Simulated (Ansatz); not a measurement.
# GeP₂H (sextet): the correlation ladder, cc-pVDZ

Aim: climb from Hartree-Fock through coupled cluster and multireference methods for GeP₂H (sextet) at one geometry and basis, and see what each rung misses.

Program: Ansatz 0.2.0, Gaussian basis. Level of theory: cc-pVDZ, core rule «outside noble gas», up to 24 orbitals frozen. These are calculated values, not measurements.

Plan: UHF; CCSD(T) on ROHF; CCSD(T) on UHF; BCCD(T) on ROHF; CISD; CCSDT(Q) on ROHF; CCSDT(Q) on UHF; CASSCF and MRCISD+Q, 11 electrons in 11 orbitals; CASSCF and NEVPT2, 11 electrons in 11 orbitals.

25 further runs of the same task are left out: 12 that didn't finish, 13 set aside as unsound or not needed.

## Step 1: The system

The geometry is a PBE0/def2-TZVP stationary point (not a proven minimum) of the parent state, kept for this charge and spin. No spin-orbit coupling is included. The filled d shell of Ge may be among the frozen orbitals whatever the setting's name suggests; the logs give the count.

4 atoms, charge 0, spin multiplicity 6.

Atoms are counted from 1 here; the program's logs count them from 0.

Bond lengths: P1–Ge2 2.188 Å, P1–H4 1.424 Å, Ge2–P3 2.289 Å. Angles: Ge2–P1–H4 96.8°, P1–Ge2–P3 109.9°.

## Step 2: UHF

The input, in.yaml:

```yaml
crystal:
  periodic: [false, false, false]
  atoms:
    - {symbol: P, position_ang: [0.000000, -0.744588, 1.759041]}
    - {symbol: Ge, position_ang: [0.000000, 0.588281, 0.024091]}
    - {symbol: P, position_ang: [0.000000, -0.643960, -1.905161]}
    - {symbol: H, position_ang: [0.000000, 0.273623, 2.754085]}
basis:
  gaussian: {orbitals: cc-pVDZ}
magnetization: {spin_polarized: true, initial_magnetization: 5}
hamiltonian: {xc: hf}
output: {orbitals: {seedname: orbitals}}
```

The run is started by

```sh
$ ansatz run in.yaml --threads 1 --pin off --events-out ev --progress --plain --max-ram 2393MiB
```

The runs that follow: CCSD(T) on ROHF; CCSD(T) on UHF; BCCD(T) on ROHF; CISD; CCSDT(Q) on ROHF; CCSDT(Q) on UHF; CASSCF and MRCISD+Q, 11 electrons in 11 orbitals; CASSCF and NEVPT2, 11 electrons in 11 orbitals.

Q: Predict the results of all the runs planned. Wanted: UCCSDT(Q) from the RHF energy; RMP2 from UCCSDT(Q); UMP2 from UCCSDT(Q); RCCSD from UCCSDT(Q); RCCSD(T) from UCCSDT(Q); UCCSD(T) from UCCSDT(Q); RCCSDT(Q) from UCCSDT(Q); NEVPT2 valence from UCCSDT(Q); MRCISD+Q valence from UCCSDT(Q).

The runs gave:

| quantity | value |
| --- | --- |
| UCCSDT(Q) from the ROHF energy | -7.9396 eV |
| RMP2 from UCCSDT(Q) | +150.2 kJ/mol |
| UMP2 from UCCSDT(Q) | +154.3 kJ/mol |
| RCCSD from UCCSDT(Q) | +30.1 kJ/mol |
| RCCSD(T) from UCCSDT(Q) | +6.8 kJ/mol |
| UCCSD(T) from UCCSDT(Q) | +6.0 kJ/mol |
| RCCSDT(Q) from UCCSDT(Q) | +0.9 kJ/mol |
| NEVPT2 valence from UCCSDT(Q) | +142.9 kJ/mol |
| MRCISD+Q valence from UCCSDT(Q) | +10.3 kJ/mol |
| levels within 1 kcal/mol (43 meV) | RCCSDT, UCCSDT, RCCSDT(Q) |
| T1 diagnostic | 0.025 |
| effectively unpaired electrons | 5.02 |

In words: RCCSD(T) misses by +6.8 kJ/mol, 0.9 % of the correlation energy. One determinant dominates. Of the multireference levels listed MRCISD+Q valence comes nearest in total energy (+10.3 kJ/mol), which doesn't show that its space is the better one. These misses are within one basis, not against nature; the frozen cores of restricted and unrestricted runs differ, which can shift their rows.

With open shells the CI space here admits some triples and quadruples, so it is larger than plain CISD.
